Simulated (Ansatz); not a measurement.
# C2H4FOSi: rigid torsion scan from a Python script

The task is a rigid torsion scan, for C2H4FOSi. SMILES: [CH]=C[SiH](O)F.

Computed with the Python package of Ansatz 0.2.0. Level of theory: r2SCAN0/def2-SVP.

## 1. The structure

Bond lengths: C1–C2 1.260 Å, C2–Si3 1.802 Å, Si3–O4 1.628 Å, Si3–F5 1.633 Å, C1–H6 1.104 Å, C2–H7 1.101 Å, Si3–H8 1.477 Å, O4–H9 0.990 Å. Angles: C1–C2–Si3 119.7°, C1–C2–H7 123.9°, Si3–C2–H7 116.4°, C2–C1–H6 173.9°, C2–Si3–O4 115.5°, C2–Si3–F5 107.0°, C2–Si3–H8 113.2°, O4–Si3–F5 102.5°, O4–Si3–H8 111.5°, F5–Si3–H8 106.0°, Si3–O4–H9 115.8°.

The script holds or builds the structure itself.

## 2. Script

torsion_c2h4fosi.py reads:

```python
# -*- coding: utf-8 -*-
import ansatz as az
from ase import Atoms

atoms = Atoms(["C", "C", "Si", "O", "F", "H", "H", "H", "H"], positions=[
    [-1.5742, 0.6377, 0.5835],
    [-0.3632, 0.9245, 0.3895],
    [0.6682, -0.1796, -0.5919],
    [0.3892, -1.7699, -0.3819],
    [2.1988, -0.0147, -0.0464],
    [-2.6604, 0.4956, 0.7172],
    [0.1353, 1.8086, 0.8171],
    [0.7065, 0.1788, -2.0241],
    [0.5883, -2.1272, 0.5201],
])

first = (
    az.Crystal.molecule_from_ase(atoms).calculation()
    .basis(gaussian="def2-SVP")
    .functional("r2scan0")
    .spin("collinear", total=1)
    .relax(force_tolerance=0.02, max_steps=80)
)
atoms.positions = first.run(threads=1).report["positions_ang"]

start = atoms.get_dihedral(3, 2, 1, 0)
energies = {}
for turn in range(0, 360, 30):
    turned = atoms.copy()
    turned.set_dihedral(3, 2, 1, 0, start + turn, indices=[0, 1, 5, 6])
    calculation = az.Crystal.molecule_from_ase(turned).calculation()
    calculation = calculation.basis(gaussian="def2-SVP")
    calculation = calculation.functional("r2scan0")
    calculation = calculation.spin("collinear", total=1)
    energies[round((start + turn) % 360)] = calculation.run(threads=1).report["free_energy_ev"]
floor = min(energies.values())
print("dihedral O3-Si2-C1-C0 (deg)   E - E(min) (kJ/mol)")
for angle, e in sorted(energies.items()):
    print(f"{angle:8d} {96.485332 * (e - floor):14.3f}  " + "#" * int(30 * (e - floor) / max(max(energies.values()) - floor, 1e-9)))
```

## 3. The input behind the calls

The package turns the script's settings into the engine's input (first run):

```yaml
crystal:
  periodic: [false, false, false]
  atoms:
    - { symbol: C, position_ang: [-1.5742, 0.6377, 0.5835] }
    - { symbol: C, position_ang: [-0.3632, 0.9245, 0.3895] }
    - { symbol: Si, position_ang: [0.6682, -0.1796, -0.5919] }
    - { symbol: O, position_ang: [0.3892, -1.7699, -0.3819] }
    - { symbol: F, position_ang: [2.1988, -0.0147, -0.0464] }
    - { symbol: H, position_ang: [-2.6604, 0.4956, 0.7172] }
    - { symbol: H, position_ang: [0.1353, 1.8086, 0.8171] }
    - { symbol: H, position_ang: [0.7065, 0.1788, -2.0241] }
    - { symbol: H, position_ang: [0.5883, -2.1272, 0.5201] }
basis:
  gaussian:
    orbitals: def2-SVP
hamiltonian:
  xc: r2scan0
magnetization:
  spin_polarized: true
  initial_magnetization: 1.0
relax:
  f_tol: 0.02
  max_steps: 80
```

## 4. The run

The run is started by

```sh
python torsion_c2h4fosi.py
```

**Question.** What results will this script give? Wanted: range of energy; lowest point, turn.

**Answer**, as computed:

| quantity | value |
| --- | --- |
| runs compared | 12 |
| range of energy | 0.080 eV |
| lowest point, turn (°) | 0 |

In words: The lowest point lies at a turn of 0°, the highest 0.080 eV (7.7 kJ/mol) above it at 210°. The grid can miss the true lowest and highest points, and the rest of the molecule is held rigid. Run 0: The relaxation took 12 moves; the largest shift is 0.565 Å, of atom 6 (H). The scan is rigid and the energies are electronic, in a modest basis. With rigid groups the curve can differ much from the relaxed path, the start wasn't checked as a minimum of this torsion, and equivalent turns needn't return to the same energy. The species is open-shell (spin multiplicity 2).
